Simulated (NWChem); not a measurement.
# PBE0/6-31G(d) (spherical functions) run of SiH4S (sulfanylsilane)

What is the electronic atomisation energy of SiH4S (sulfanylsilane) at PBE0/6-31G* (spherical functions)? 

The results are computed with NWChem 7.3.0.

### 1 The molecule

The species is SiH4S (6 atoms), meant as a singlet with charge 0. SMILES: `[SiH3]S`. Geometry: relaxed at PBE0-D4/def2-TZVP.

Bond lengths: Si1–S2 2.137 Å, Si1–H3 1.485 Å, Si1–H4 1.482 Å, Si1–H5 1.485 Å, S2–H6 1.344 Å. Angles: Si1–S2–H6 94.7°, S2–Si1–H3 111.6°, S2–Si1–H4 104.8°, S2–Si1–H5 111.6°, H3–Si1–H4 110.0°, H3–Si1–H5 108.8°, H4–Si1–H5 110.0°.

### 2 A single-point energy at PBE0/6-31G(d) (spherical functions) (run 1)

The input, mymol.nw:

```
start mymol
title "H4SSi"
memory 2200 mb
geometry units atomic noautosym nocenter noautoz
Si  -0.32087550  -0.49775386  -0.82392059
S    1.71454851  -0.02381055   2.63201055
H   -3.07987564  -0.14040665  -0.45655783
H    0.20522426  -3.13373283  -1.61099152
H    0.56653989   1.28728144  -2.79887336
H    0.99418491   2.38729101   2.97121639
end
basis spherical bse
* library 6-31G*
end
dft
xc pbe0
grid fine
convergence energy 1e-08
maxiter 100
mulliken
noprint "final vectors analysis"
end
task dft energy
```

Run with:

```
$ nwchem mymol.nw > mymol.out
```

Standard output:

```text
[...]
          Wavefunction type:  closed shell.
          No. of atoms     :     6
          No. of electrons :    34
[...]
          Charge           :     0
          Spin multiplicity:     1
[...]
          AO basis - number of functions:    44
[...]
              XC Information
              --------------
                         PBE0 Method XC Functional
                     Hartree-Fock (Exact) Exchange  0.250
          PerdewBurkeErnzerhof Exchange Functional  0.750
            Perdew 1991 LDA Correlation Functional  1.000 local
           PerdewBurkeErnz. Correlation Functional  1.000 non-local
[...]
 d= 0,ls=0.0,diis     1   -689.7643251325 -7.79D+02  1.47D-02  1.73D-01     0.9
[...]
 d= 0,ls=0.0,diis     8   -689.7921542867 -1.23D-09  4.24D-07  1.99D-10     4.9
         Total DFT energy =     -689.792154286702
      One electron energy =    -1131.264800552507
           Coulomb energy =      400.075779608758
    Exchange-Corr. energy =      -47.841768005815
 Nuclear repulsion energy =       89.238634662863
[...]
      Total Density - Mulliken Population Analysis
     ---------------------------------------------
    Atom       Charge   Shell Charges
 -----------   ------   -------------------------------------------------------
    1 Si  14    13.68   2.00  2.00  5.96  1.02  1.95  0.25  0.33  0.17
    2 S   16    16.32   2.00  2.00  5.97  1.34  3.09  0.57  1.30  0.05
    3 H    1     1.05   0.50  0.55
    4 H    1     1.04   0.50  0.54
    5 H    1     1.05   0.50  0.55
    6 H    1     0.87   0.49  0.38
[...]
```

Run time: 5.7 s. Hardware: 1 thread of AMD EPYC 7B13 (Zen 3), shared host; peak memory 0.12 GiB.

### 3 The H atom, same level (run 2)

The input, struct.nw:

```
echo
start struct
memory total 2200 mb

geometry units angstrom noautosym nocenter noautoz
H      0.000000     0.000000     0.000000
end

basis spherical bse
H library 6-31G*
end

dft
xc pbe0
mult 2
grid fine
convergence energy 1e-08
iterations 100
mulliken
print low
end

task dft
```

Run the same way, it converges to -0.49911 Eh (log not shown).

### 4 The S atom at the same level (run 3)

The input, s.nw:

```
start s
title "S energy"
memory stack 880 mb heap 220 mb global 1100 mb
geometry units au noautosym nocenter noautoz
  S      0.00000000     0.00000000     0.00000000
end
basis spherical bse
  * library 6-31G*
end
dft
  xc pbe0
  mult 3
  grid fine
  convergence energy 1e-08
  maxiter 100
  mulliken
  noprint "final vectors analysis"
end
task dft energy
```

Run the same way, it converges to -397.94477 Eh (log not shown).

### 5 The Si atom (run 4)

The input, input.nw:

```
start input
title "Si"
memory stack 880 mb heap 220 mb global 1100 mb
charge 0

geometry units angstroms noautosym nocenter noautoz
  Si       0.000000       0.000000       0.000000
end

basis spherical bse
  * library 6-31G*
end

dft
  xc pbe0
  mult 3
  grid fine
  convergence energy 1e-08
  iterations 100
  mulliken
  print low
end

task dft energy
```

Run with:

```
$ nwchem input.nw > input.out
```

Standard output:

```text
[...]
 d= 0,ls=0.0,diis     1   -289.2133592628 -2.89D+02  2.01D-02  1.59D-02     0.2
[...]
 d= 0,ls=0.0,diis     6   -289.2284540200 -9.81D-10  1.52D-07  7.70D-13     0.7
[...]
         Total DFT energy =     -289.228454020015
      One electron energy =     -400.652589438194
           Coulomb energy =      132.118700674118
    Exchange-Corr. energy =      -20.694565255939
 Nuclear repulsion energy =        0.000000000000
[...]
      Total Density - Mulliken Population Analysis
     ---------------------------------------------
    Atom       Charge   Shell Charges
 -----------   ------   -------------------------------------------------------
    1 Si  14    14.00   2.00  2.00  5.96  1.33  1.20  0.67  0.84  0.00
     --------------------------------------------
      Spin Density - Mulliken Population Analysis
     --------------------------------------------
    Atom       Charge   Shell Charges
 -----------   ------   -------------------------------------------------------
    1 Si  14     2.00  -0.00 -0.00  0.01 -0.00  1.15  0.00  0.84 -0.00
[...]
      <S2> =      2.0025 (Exact =     2.0000)
[...]
```

Wall time 1.3 s (1 thread of AMD EPYC 7B13 (Zen 3), shared host); peak memory 0.11 GiB.

### 6 Overview of the runs

```csv
run,level,partner,energy (Eh),wall time
1,PBE0/6-31G* (spherical functions),base,-689.792154,5.7 s
2,UPBE0/6-31G* (spherical functions),atoms,-0.499109,0.75 s
3,UPBE0/6-31G* (spherical functions),atoms,-397.944773,1.3 s
4,UPBE0/6-31G* (spherical functions),atoms,-289.228454,1.3 s
```

### 7 Outcome

At PBE0/6-31G* (spherical functions):

| quantity | value |
| --- | --- |
| Si atom: total energy | -289.22845 Eh |
| Si atom: ⟨S²⟩ | 2.002 |
| electronic atomisation energy | 16.939 eV |

**Reading.** Taking the molecule apart into free atoms costs 16.94 eV (1634 kJ/mol), before zero-point energy and without spin-orbit coupling. All runs together took 9 s, the longest 5.7 s.
